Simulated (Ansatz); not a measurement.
# MoS2: a point defect seen from the nuclei (Si on a Mo site), part 2 of 3

Wanted: the field gradients around Si on a Mo site in MoS2, cell charge 0, before and after the neighbours move. The cell is a supercell built from a structure deposited in the COD. Planned: a single point, then a relaxation, then r2SCAN.

Ansatz 0.2.0; DFT, PBE, plane-wave PAW, default files, scalar-relativistic, as far as a step names no other.

## 3. Ions relaxed

File input.yaml:

```yaml
crystal:
  lattice:
    - [6.338, 0.0, 0.0]
    - [-3.169, 5.4888690092, 0.0]
    - [0.0, 0.0, 12.324]
  atoms:
    - { symbol: Si, position: [0.1666666666, 0.3333333334, 0.25] }
    - { symbol: Mo, position: [0.1666666666, 0.8333333334, 0.25] }
    - { symbol: Mo, position: [0.6666666666, 0.3333333334, 0.25] }
    - { symbol: Mo, position: [0.6666666666, 0.8333333334, 0.25] }
    - { symbol: Mo, position: [0.3333333334, 0.1666666666, 0.75] }
    - { symbol: Mo, position: [0.3333333334, 0.6666666666, 0.75] }
    - { symbol: Mo, position: [0.8333333334, 0.1666666666, 0.75] }
    - { symbol: Mo, position: [0.8333333334, 0.6666666666, 0.75] }
    - { symbol: S, position: [0.1666666666, 0.3333333334, 0.623] }
    - { symbol: S, position: [0.1666666666, 0.8333333334, 0.623] }
    - { symbol: S, position: [0.6666666666, 0.3333333334, 0.623] }
    - { symbol: S, position: [0.6666666666, 0.8333333334, 0.623] }
    - { symbol: S, position: [0.3333333334, 0.1666666666, 0.123] }
    - { symbol: S, position: [0.3333333334, 0.6666666666, 0.123] }
    - { symbol: S, position: [0.8333333334, 0.1666666666, 0.123] }
    - { symbol: S, position: [0.8333333334, 0.6666666666, 0.123] }
    - { symbol: S, position: [0.1666666666, 0.3333333334, 0.877] }
    - { symbol: S, position: [0.1666666666, 0.8333333334, 0.877] }
    - { symbol: S, position: [0.6666666666, 0.3333333334, 0.877] }
    - { symbol: S, position: [0.6666666666, 0.8333333334, 0.877] }
    - { symbol: S, position: [0.3333333334, 0.1666666666, 0.377] }
    - { symbol: S, position: [0.3333333334, 0.6666666666, 0.377] }
    - { symbol: S, position: [0.8333333334, 0.1666666666, 0.377] }
    - { symbol: S, position: [0.8333333334, 0.6666666666, 0.377] }
kpoints:
  mp_grid: { grid: [4, 4, 2] }
scf:
  occupations: { method: fermi_dirac, width: 0.01 }
hamiltonian:
  xc: pbe
  pseudopotentials: { kind: paw }
output:
  forces: true
  stress: true
  populations: true
  efg:
    quadrupole_moments_barn: { Mo: -0.022, S: -0.0694 }
    contact_densities: true
relax:
  f_tol: 0.03
  max_steps: 40
```

Run with:

```bash
$ ansatz run input.yaml --threads 1 --pin off --max-ram 3072MiB --backend cpu --events-out ev --progress --plain --runs-dir out
```

What it wrote:

```text
Warning: output.stress: scf.convergence.dr2_threshold = 1e-7 eV (the SCF's general default) is looser than the 2.4e-9 eV advised for a printed stress (1e-10 eV for each atom of the cell: 24). What an SCF threshold leaves in a stress goes as its square root, and in the free energy as the threshold itself, and one threshold admits the most on a small cell: of the crystals measured, under no hybrid functional and no lock of the moments, on runs that ended without the residual-converged pass, on stresses that held no estimate of that error, the worst erred by over 100 MPa in a component at 1e-7 eV an atom and by under 5 at 1e-10. Every solve of this run answers to scf.convergence.dr2_threshold, and the tensor of one is reported: a single SCF on the reported geometry and on this run's grids (its basis.xc_grid and basis.ecutrho_ratio typed), with scf.convergence.dr2_threshold at 2.4e-9 eV or tighter, prints it and tightens no other solve. Else set scf.convergence.dr2_threshold to 2.4e-9 eV or tighter. The threshold is an SCF's pass mark: one that does not reach it within its budget of iterations ends unconverged, or closes short of it on a stop that the run arms, and scf.convergence.dr2_threshold's page says what that costs each kind of run
Warning: RAYON_NUM_THREADS=1 ignored (pool sized by the plan → 1); use --threads N
Mo: output.efg is read without spin–orbit coupling, which moves field gradients at and beside such atoms by some per cent and up to a factor of two; PAW files take it under magnetization.noncollinear and magnetization.spin_orbit
[... 10 set-up lines as earlier in the session ...]
Crystal: 24 atoms, lattice volume = 428.733 Å³
Basis set: ecut = 420 eV, 8405 PW (Γ), exchange–correlation on 90×90×180 points (8 copies of the dense FFT grid, shifted against one another)
Bands: 123, of which v1, the nominal top of the filled ones, is band 99 counted from 1 (98 counted from 0)
[... 2 set-up lines as earlier in the session ...]
k-points: 8 of 32 (time reversal used)
[... 10 set-up lines as earlier in the session ...]
SCF iter   1: F=—  HF=-49777.596306 eV  |F-HF|=—  |Δ(HF+E_count)|=         —  Δρ=6.37e-3  dr2=1.40e-1  ethr=1.77e-3  ⟨swp⟩=6.0  Hψ=3693  notcnv=0  defer=13
preconditioner: auto → LDOS  [insulator: Δε(μ)=0.086 eV  Ē_g=7.784 eV  σ=0.010 eV  W_gap=0.89  n_scr=110 (ndim 8)  ℏωp=21.4 eV  f_vac=0.013  D(μ)=5.74/eV (n_scr^D=36)  ε∞_Penn≈8.5  β→1.0]
SCF iter   2: F=—  HF=-49777.653305 eV  |F-HF|=—  |Δ(HF+E_count)|=   5.70e-2  Δρ=4.08e-3  dr2=1.94e-1  ethr=7.06e-5  ⟨swp⟩=3.0  Hψ=1925  notcnv=0  defer=138
SCF iter   3: F=—  HF=-49777.693596 eV  |F-HF|=—  |Δ(HF+E_count)|=   4.03e-2  Δρ=6.65e-3  dr2=6.32e-1  ethr=7.06e-5  ⟨swp⟩=3.9  Hψ=1998  notcnv=0  defer=137  recentre
SCF iter   4: F=—  HF=-49777.631062 eV  |F-HF|=—  |Δ(HF+E_count)|=   6.25e-2  Δρ=2.61e-3  dr2=7.28e-2  ethr=7.06e-5  ⟨swp⟩=3.1  Hψ=2039  notcnv=0  defer=137
SCF iter   5: F=—  HF=-49777.619095 eV  |F-HF|=—  |Δ(HF+E_count)|=   1.20e-2  Δρ=1.10e-3  dr2=1.75e-2  ethr=3.68e-5  ⟨swp⟩=2.1  Hψ=1260  notcnv=0  defer=137
SCF iter   6: F=—  HF=-49777.617463 eV  |F-HF|=—  |Δ(HF+E_count)|=   1.63e-3  Δρ=4.97e-4  dr2=2.45e-3  ethr=8.82e-6  ⟨swp⟩=2.0  Hψ=1298  notcnv=0  defer=137
SCF iter   7: F=—  HF=-49777.617348 eV  |F-HF|=—  |Δ(HF+E_count)|=   1.15e-4  Δρ=2.37e-4  dr2=5.40e-4  ethr=1.24e-6  ⟨swp⟩=2.0  Hψ=1241  notcnv=0  defer=137
SCF iter   8: F=—  HF=-49777.617271 eV  |F-HF|=—  |Δ(HF+E_count)|=   7.74e-5  Δρ=1.78e-4  dr2=2.23e-4  ethr=2.73e-7  ⟨swp⟩=2.0  Hψ=1241  notcnv=0  defer=137
SCF iter   9: F=—  HF=-49777.617261 eV  |F-HF|=—  |Δ(HF+E_count)|=   1.01e-5  Δρ=1.06e-4  dr2=2.35e-4  ethr=1.13e-7  ⟨swp⟩=2.0  Hψ=1248  notcnv=0  defer=137
SCF iter  10: F=-49777.617236 eV  HF=-49777.617241 eV  |F-HF|=4.82e-6  |Δ(HF+E_count)|=   2.01e-5  Δρ=2.64e-5  dr2=6.68e-6  ethr=1.14e-8  ⟨swp⟩=3.0  Hψ=3257  notcnv=0
SCF 1 converged in 10 iterations: F = -49777.617236 eV  dr2 = 6.68e-6
relax step   1: F+E_penalty+E_count = -49777.61723583 eV  Δ(F+E_penalty+E_count) = +0.000e0 eV  max|allowed force component| = 7.996e-1 eV/Å  Δτ_max = 0.0000 Å  (10 SCF iters, dr2 threshold 2.25e-5 eV, accepted)
Initial density: handed on by an earlier stage of this run
Initial wavefunctions: those handed on with the density
iter 1 solved again at ethr=4.31e-5 eV; its pass at ethr=3.10e-3 eV (dr2=8.53e-2 eV) is discarded
SCF iter   1: F=—  HF=-49777.830096 eV  |F-HF|=—  |Δ(HF+E_count)|=         —  Δρ=4.66e-3  dr2=8.71e-2  ethr=4.31e-5  ⟨swp⟩=2.0  Hψ=3507  notcnv=0  defer=138
preconditioner: auto → LDOS  [insulator: Δε(μ)=0.070 eV  Ē_g=7.849 eV  σ=0.010 eV  W_gap=0.92  n_scr=110 (ndim 8)  ℏωp=21.4 eV  f_vac=0.015  D(μ)=0.88/eV (n_scr^D=2)  ε∞_Penn≈8.4  β→1.0]
SCF iter   2: F=—  HF=-49777.826003 eV  |F-HF|=—  |Δ(HF+E_count)|=   4.09e-3  Δρ=2.17e-3  dr2=5.23e-2  ethr=4.31e-5  ⟨swp⟩=3.0  Hψ=1684  notcnv=0  defer=138
SCF iter   3: F=—  HF=-49777.814266 eV  |F-HF|=—  |Δ(HF+E_count)|=   1.17e-2  Δρ=8.32e-4  dr2=8.11e-3  ethr=2.64e-5  ⟨swp⟩=3.0  Hψ=1635  notcnv=0  defer=140
SCF iter   4: F=—  HF=-49777.812200 eV  |F-HF|=—  |Δ(HF+E_count)|=   2.07e-3  Δρ=2.04e-4  dr2=4.15e-4  ethr=4.10e-6  ⟨swp⟩=2.0  Hψ=1622  notcnv=0  defer=143
SCF iter   5: F=—  HF=-49777.812190 eV  |F-HF|=—  |Δ(HF+E_count)|=   1.08e-5  Δρ=1.87e-4  dr2=4.44e-4  ethr=2.10e-7  ⟨swp⟩=2.0  Hψ=1280  notcnv=0  defer=143
SCF iter   6: F=-49777.812110 eV  HF=-49777.812145 eV  |F-HF|=3.44e-5  |Δ(HF+E_count)|=   4.51e-5  Δρ=5.25e-5  dr2=3.73e-5  ethr=2.02e-8  ⟨swp⟩=3.0  Hψ=3574  notcnv=0
SCF 2 converged in 6 iterations: F = -49777.812110 eV  dr2 = 3.73e-5
relax step   2: F+E_penalty+E_count = -49777.81211024 eV  Δ(F+E_penalty+E_count) = -1.949e-1 eV  max|allowed force component| = 2.091e-1 eV/Å  Δτ_max = 0.0807 Å  (6 SCF iters, dr2 threshold 4.00e-5 eV, accepted)
SCF iter   1: F=—  HF=-49777.832767 eV  |F-HF|=—  |Δ(HF+E_count)|=         —  Δρ=1.68e-3  dr2=9.14e-3  ethr=3.35e-5  ⟨swp⟩=3.2  Hψ=1896  notcnv=0  defer=149
preconditioner: auto → LDOS  [insulator: Δε(μ)=0.069 eV  Ē_g=7.836 eV  σ=0.010 eV  W_gap=0.85  n_scr=110 (ndim 8)  ℏωp=21.4 eV  f_vac=0.015  D(μ)=5.52/eV (n_scr^D=22)  ε∞_Penn≈8.4  β→1.0]
SCF iter   2: F=—  HF=-49777.832022 eV  |F-HF|=—  |Δ(HF+E_count)|=   7.45e-4  Δρ=7.40e-4  dr2=5.78e-3  ethr=4.61e-6  ⟨swp⟩=2.6  Hψ=1914  notcnv=0  defer=144
SCF iter   3: F=—  HF=-49777.831791 eV  |F-HF|=—  |Δ(HF+E_count)|=   2.32e-4  Δρ=7.72e-4  dr2=7.49e-3  ethr=2.92e-6  ⟨swp⟩=2.9  Hψ=1578  notcnv=0  defer=144
SCF iter   4: F=—  HF=-49777.831034 eV  |F-HF|=—  |Δ(HF+E_count)|=   7.56e-4  Δρ=2.89e-4  dr2=9.22e-4  ethr=2.92e-6  ⟨swp⟩=2.6  Hψ=1305  notcnv=0  defer=144
SCF iter   5: F=—  HF=-49777.830674 eV  |F-HF|=—  |Δ(HF+E_count)|=   3.61e-4  Δρ=1.06e-4  dr2=9.44e-5  ethr=4.66e-7  ⟨swp⟩=2.0  Hψ=1365  notcnv=0  defer=144
SCF iter   6: F=—  HF=-49777.830658 eV  |F-HF|=—  |Δ(HF+E_count)|=   1.57e-5  Δρ=5.83e-5  dr2=3.90e-5  ethr=4.77e-8  ⟨swp⟩=2.0  Hψ=1361  notcnv=0  defer=144
SCF iter   7: F=-49777.830652 eV  HF=-49777.830653 eV  |F-HF|=1.22e-6  |Δ(HF+E_count)|=   4.69e-6  Δρ=1.72e-5  dr2=1.64e-6  ethr=1.38e-9  ⟨swp⟩=3.0  Hψ=3597  notcnv=0
SCF 3 converged in 7 iterations: F = -49777.830652 eV  dr2 = 1.64e-6
relax step   3: F+E_penalty+E_count = -49777.83065222 eV  Δ(F+E_penalty+E_count) = -1.854e-2 eV  max|allowed force component| = 5.142e-2 eV/Å  Δτ_max = 0.0192 Å  (7 SCF iters, dr2 threshold 2.73e-6 eV, accepted)
SCF iter   1: F=—  HF=-49777.831138 eV  |F-HF|=—  |Δ(HF+E_count)|=         —  Δρ=2.03e-4  dr2=1.39e-4  ethr=4.74e-7  ⟨swp⟩=2.1  Hψ=1814  notcnv=0  defer=144
preconditioner: auto → LDOS  [insulator: Δε(μ)=0.075 eV  Ē_g=7.835 eV  σ=0.010 eV  W_gap=0.71  n_scr=110 (ndim 8)  ℏωp=21.4 eV  f_vac=0.015  D(μ)=5.28/eV (n_scr^D=22)  ε∞_Penn≈8.4  β→1.0]
SCF iter   2: F=—  HF=-49777.831159 eV  |F-HF|=—  |Δ(HF+E_count)|=   2.01e-5  Δρ=1.32e-4  dr2=2.06e-4  ethr=7.04e-8  ⟨swp⟩=2.0  Hψ=1851  notcnv=0  defer=144
SCF iter   3: F=—  HF=-49777.831118 eV  |F-HF|=—  |Δ(HF+E_count)|=   4.08e-5  Δρ=7.34e-5  dr2=6.24e-5  ethr=7.04e-8  ⟨swp⟩=2.0  Hψ=1551  notcnv=0  defer=144
SCF iter   4: F=—  HF=-49777.830913 eV  |F-HF|=—  |Δ(HF+E_count)|=   2.05e-4  Δρ=5.06e-5  dr2=2.96e-5  ethr=3.15e-8  ⟨swp⟩=2.0  Hψ=1251  notcnv=0  defer=144
SCF iter   5: F=—  HF=-49777.830910 eV  |F-HF|=—  |Δ(HF+E_count)|=   3.11e-6  Δρ=1.86e-5  dr2=3.78e-6  ethr=1.50e-8  ⟨swp⟩=2.0  Hψ=1046  notcnv=0  defer=144
SCF iter   6: F=—  HF=-49777.830909 eV  |F-HF|=—  |Δ(HF+E_count)|=   4.10e-7  Δρ=5.82e-6  dr2=3.80e-7  ethr=1.91e-9  ⟨swp⟩=2.0  Hψ=1225  notcnv=0  defer=144
SCF iter   7: F=-49777.830909 eV  HF=-49777.830909 eV  |F-HF|=9.99e-9  |Δ(HF+E_count)|=   3.68e-8  Δρ=1.57e-6  dr2=1.57e-8  ethr=5.05e-11  ⟨swp⟩=3.0  Hψ=3374  notcnv=0
SCF 4 converged in 7 iterations: F = -49777.830909 eV  dr2 = 1.57e-8
relax step   4: F+E_penalty+E_count = -49777.83090921 eV  Δ(F+E_penalty+E_count) = -2.570e-4 eV  max|allowed force component| = 1.364e-2 eV/Å  Δτ_max = 0.0024 Å  (7 SCF iters, accepted)
NSCF: frozen V_eff on 8 k-points
the band table was solved once a step of the walk had ended and its energy, with any forces and stress, was formed, with the checks that follow a solve (4633 applications of the Hamiltonian). They found nothing against the state; the energy, forces and stress were not computed again (output.eigenvalues in the input reference)
SCF converged after 7 iterations
Free energy (F): -49777.830909 eV
Harris-Foulkes:  -49777.830909 eV  (|F-HF|=9.99e-9)
Internal energy: -49777.829042 eV  (E = F + TS)
E sigma→0 (E₀):  -49777.829975 eV
Entropy (-TS):   -0.001868 eV (-0.078 meV/atom)
Fermi energy:    10.040228 eV
--- Per-component energies (eV) ---
[... 14 lines left out ...]
--- Forces (eV/Å), atoms counted from 1 ---
  atom   1  Si     0.00000000     0.00000000     0.00000000
  atom   2  Mo    -0.01181258    -0.00681999     0.00000000
  atom   3  Mo    -0.00000000     0.01363999     0.00000000
  atom   4  Mo     0.01181258    -0.00681999     0.00000000
  atom   5  Mo    -0.00350481     0.00202350     0.00000000
  atom   6  Mo     0.00000000    -0.00404700     0.00000000
  atom   7  Mo     0.00350481     0.00202350     0.00000000
  atom   8  Mo     0.00000000     0.00000000     0.00000000
  atom   9  S      0.00000000     0.00000000     0.00001404
  atom  10  S      0.00039514     0.00022814    -0.00028418
  atom  11  S      0.00000000    -0.00045627    -0.00028418
  atom  12  S     -0.00039514     0.00022814    -0.00028418
  atom  13  S     -0.00268581     0.00155065    -0.00380945
  atom  14  S     -0.00000000    -0.00310130    -0.00380945
  atom  15  S      0.00268581     0.00155065    -0.00380945
  atom  16  S     -0.00000000    -0.00000000     0.00447059
  atom  17  S      0.00000000     0.00000000    -0.00001404
  atom  18  S      0.00039514     0.00022814     0.00028418
  atom  19  S      0.00000000    -0.00045627     0.00028418
  atom  20  S     -0.00039514     0.00022814     0.00028418
  atom  21  S     -0.00268581     0.00155065     0.00380945
  atom  22  S     -0.00000000    -0.00310130     0.00380945
  atom  23  S      0.00268581     0.00155065     0.00380945
  atom  24  S     -0.00000000    -0.00000000    -0.00447059
  max |Σ_I F_I| component: 1.17e-16 eV/Å
--- Stress (GPa, compression-positive) ---
        4.223415       0.000000       0.000000
        0.000000       4.223415       0.000000
        0.000000       0.000000       2.384377
  P = ⅓ Tr σ = 3.6104 GPa (36.104 kbar)
--- PAW observables at the nuclei: V_zz in 10²¹ V/m², potentials from the cell's mean, atoms counted from 1 ---
  atom   1  Si V_zz =    -2.196462   η = 0.0000   by run symmetry: allowed
            electrostatic potential = -1360.089737 V   contact ρ = 12810.340135 e/Å³
  atom   2  Mo V_zz =   -11.431303   η = 0.5107   by run symmetry: allowed   C_q = +6.0810 MHz
            electrostatic potential = -6350.784863 V   contact ρ = 595255.995995 e/Å³
  atom   3  Mo V_zz =   -11.431303   η = 0.5107   by run symmetry: allowed   C_q = +6.0810 MHz
            electrostatic potential = -6350.784863 V   contact ρ = 595255.995995 e/Å³
  atom   4  Mo V_zz =   -11.431303   η = 0.5107   by run symmetry: allowed   C_q = +6.0810 MHz
            electrostatic potential = -6350.784863 V   contact ρ = 595255.995995 e/Å³
  atom   5  Mo V_zz =    -7.474931   η = 0.0021   by run symmetry: allowed   C_q = +3.9763 MHz
            electrostatic potential = -6350.561584 V   contact ρ = 595254.767156 e/Å³
  atom   6  Mo V_zz =    -7.474931   η = 0.0021   by run symmetry: allowed   C_q = +3.9763 MHz
            electrostatic potential = -6350.561584 V   contact ρ = 595254.767155 e/Å³
  atom   7  Mo V_zz =    -7.474931   η = 0.0021   by run symmetry: allowed   C_q = +3.9763 MHz
            electrostatic potential = -6350.561584 V   contact ρ = 595254.767156 e/Å³
  atom   8  Mo V_zz =    -7.329523   η = 0.0000   by run symmetry: allowed   C_q = +3.8990 MHz
            electrostatic potential = -6350.554053 V   contact ρ = 595254.576045 e/Å³
  atom   9  S  V_zz =    -5.320336   η = 0.0000   by run symmetry: allowed   C_q = +8.9280 MHz
            electrostatic potential = -1636.136684 V   contact ρ = 19771.607389 e/Å³
  atom  10  S  V_zz =    -5.163542   η = 0.0079   by run symmetry: allowed   C_q = +8.6649 MHz
            electrostatic potential = -1636.120203 V   contact ρ = 19771.483822 e/Å³
  atom  11  S  V_zz =    -5.163542   η = 0.0079   by run symmetry: allowed   C_q = +8.6649 MHz
            electrostatic potential = -1636.120203 V   contact ρ = 19771.483821 e/Å³
  atom  12  S  V_zz =    -5.163542   η = 0.0079   by run symmetry: allowed   C_q = +8.6649 MHz
            electrostatic potential = -1636.120203 V   contact ρ = 19771.483822 e/Å³
  atom  13  S  V_zz =    -4.375210   η = 0.0224   by run symmetry: allowed   C_q = +7.3420 MHz
            electrostatic potential = -1636.499074 V   contact ρ = 19771.501796 e/Å³
  atom  14  S  V_zz =    -4.375210   η = 0.0224   by run symmetry: allowed   C_q = +7.3420 MHz
            electrostatic potential = -1636.499074 V   contact ρ = 19771.501796 e/Å³
  atom  15  S  V_zz =    -4.375210   η = 0.0224   by run symmetry: allowed   C_q = +7.3420 MHz
            electrostatic potential = -1636.499074 V   contact ρ = 19771.501796 e/Å³
  atom  16  S  V_zz =    -5.913182   η = 0.0000   by run symmetry: allowed   C_q = +9.9228 MHz
            electrostatic potential = -1636.044875 V   contact ρ = 19771.781690 e/Å³
  atom  17  S  V_zz =    -5.320336   η = 0.0000   by run symmetry: allowed   C_q = +8.9280 MHz
            electrostatic potential = -1636.136684 V   contact ρ = 19771.607389 e/Å³
  atom  18  S  V_zz =    -5.163542   η = 0.0079   by run symmetry: allowed   C_q = +8.6649 MHz
            electrostatic potential = -1636.120203 V   contact ρ = 19771.483822 e/Å³
  atom  19  S  V_zz =    -5.163542   η = 0.0079   by run symmetry: allowed   C_q = +8.6649 MHz
            electrostatic potential = -1636.120203 V   contact ρ = 19771.483821 e/Å³
  atom  20  S  V_zz =    -5.163542   η = 0.0079   by run symmetry: allowed   C_q = +8.6649 MHz
            electrostatic potential = -1636.120203 V   contact ρ = 19771.483822 e/Å³
  atom  21  S  V_zz =    -4.375210   η = 0.0224   by run symmetry: allowed   C_q = +7.3420 MHz
            electrostatic potential = -1636.499074 V   contact ρ = 19771.501796 e/Å³
  atom  22  S  V_zz =    -4.375210   η = 0.0224   by run symmetry: allowed   C_q = +7.3420 MHz
            electrostatic potential = -1636.499074 V   contact ρ = 19771.501796 e/Å³
  atom  23  S  V_zz =    -4.375210   η = 0.0224   by run symmetry: allowed   C_q = +7.3420 MHz
            electrostatic potential = -1636.499074 V   contact ρ = 19771.501796 e/Å³
  atom  24  S  V_zz =    -5.913182   η = 0.0000   by run symmetry: allowed   C_q = +9.9228 MHz
            electrostatic potential = -1636.044875 V   contact ρ = 19771.781690 e/Å³
--- Band table (eV; the first three rows and the last of 8) ---
[... 4 lines left out ...]
--- Relaxed structure (4 steps of the walk, 4 accepted, 0 SCFs on fresh bases) ---
  F+E_penalty+E_count = -49777.83090921 eV   max|allowed force component| = 1.364e-2 eV/Å
  atoms:
    - { symbol: Si, position: [0.16666666666666669, 0.33333333333333337, 0.24999999999999997] }
    - { symbol: Mo, position: [0.1617747374772266, 0.8308873687386135, 0.24999999999999997] }
    - { symbol: Mo, position: [0.6691126312613868, 0.33822526252277363, 0.24999999999999997] }
    - { symbol: Mo, position: [0.6691126312613869, 0.8308873687386135, 0.24999999999999997] }
    - { symbol: Mo, position: [0.3333472284555412, 0.16665277154445884, 0.75] }
    - { symbol: Mo, position: [0.3333472284555412, 0.6666944569110824, 0.75] }
    - { symbol: Mo, position: [0.8333055430889178, 0.16665277154445884, 0.75] }
    - { symbol: Mo, position: [0.8333333333333334, 0.6666666666666667, 0.75] }
    - { symbol: S, position: [0.16666666666666669, 0.33333333333333337, 0.6234372780374423] }
    - { symbol: S, position: [0.16681822523298595, 0.833409112616493, 0.6232325532817209] }
    - { symbol: S, position: [0.666590887383507, 0.3331817747670141, 0.6232325532817209] }
    - { symbol: S, position: [0.666590887383507, 0.833409112616493, 0.6232325532817209] }
    - { symbol: S, position: [0.3291298338759985, 0.1708701661240016, 0.12791149116342165] }
    - { symbol: S, position: [0.3291298338759985, 0.658259667751997, 0.12791149116342165] }
    - { symbol: S, position: [0.841740332248003, 0.1708701661240016, 0.12791149116342165] }
    - { symbol: S, position: [0.8333333333333334, 0.6666666666666667, 0.12184145036686345] }
    - { symbol: S, position: [0.16666666666666669, 0.33333333333333337, 0.8765627219625575] }
    - { symbol: S, position: [0.16681822523298595, 0.833409112616493, 0.8767674467182788] }
    - { symbol: S, position: [0.666590887383507, 0.3331817747670141, 0.8767674467182788] }
    - { symbol: S, position: [0.666590887383507, 0.833409112616493, 0.8767674467182788] }
    - { symbol: S, position: [0.3291298338759985, 0.1708701661240016, 0.3720885088365783] }
    - { symbol: S, position: [0.3291298338759985, 0.658259667751997, 0.3720885088365783] }
    - { symbol: S, position: [0.841740332248003, 0.1708701661240016, 0.3720885088365783] }
    - { symbol: S, position: [0.8333333333333334, 0.6666666666666667, 0.3781585496331365] }
--- Löwdin populations: 24 sites ---
  site symbol       q [e]
[... 24 lines left out ...]
  spilling = 0.008700 (of n_electrons = 198.000000)
```

Wall time 2.7 min (1 thread of Arm Neoverse V1, shared host); peak memory 0.92 GiB.

Step by step:

```csv
step,energy change (eV),largest force component (eV/Å)
1,0.0000,0.800
2,-0.1949,0.209
3,-0.2134,0.051
4,-0.2137,0.014
```

Largest displacement: 0.076 Å (atom 13 and its like, S); mean 0.025 Å.

The run ends with no gap over 0.1 eV on the mesh, largest force 0.014 eV/Å, pressure 3.6 GPa.

Against step 2 (V_zz in 10²¹ V/m²):

```csv
site,atoms,"V_zz, PBE","V_zz, PBE relaxed","η, PBE","η, PBE relaxed"
Si,1,-1.92,-2.20,0.00,0.00
S13,"13, 14, 15, …",-3.29,-4.38,0.26,0.02
Mo2,"2, 3, 4",-11.08,-11.43,0.34,0.51
S16,"16, 24",-6.10,-5.91,0.00,0.00
S9,"9, 17",-5.28,-5.32,0.00,0.00
S10,"10, 11, 12, …",-5.09,-5.16,0.01,0.01
Mo5,"5, 6, 7",-7.51,-7.47,0.00,0.00
Mo8,8,-7.29,-7.33,0.00,0.00
```

The printed gradients, by site:

```csv
site,atoms,distance from the defect (Å),V_zz (10²¹ V/m²),η,C_Q (MHz)
Si,1,0.00,-2.20,0.00,–
S13,"13, 14, 15, 21, …",2.33,-4.38,0.02,7.34 (³³S)
Mo2,"2, 3, 4",3.17,-11.43,0.51,6.08 (⁹⁵Mo)
S16,"16, 24",3.99,-5.91,0.00,9.92 (³³S)
S9,"9, 17",4.60,-5.32,0.00,8.93 (³³S)
S10,"10, 11, 12, 18, …",5.59,-5.16,0.01,8.66 (³³S)
Mo5,"5, 6, 7",6.43,-7.47,0.00,3.98 (⁹⁵Mo)
Mo8,8,7.17,-7.33,0.00,3.90 (⁹⁵Mo)
```

Direction of the V_zz axis (Cartesian unit vector):

```csv
site,atom,x,y,z
Si,1,0.00,0.00,1.00
Mo2,2,0.00,0.00,1.00
Mo5,5,0.00,0.00,1.00
Mo8,8,0.00,0.00,1.00
S9,9,0.00,0.00,1.00
S10,10,0.01,0.00,1.00
S13,13,0.15,-0.08,0.99
S16,16,0.00,0.00,1.00
```

The sizes of the gradients above 0.15 moved by 2.3 % in the median, 33 % at the site that moves most (small gradients counted from 0.15; S13, -3.29 to -4.38).

(Part 2 of 3 ends here.)
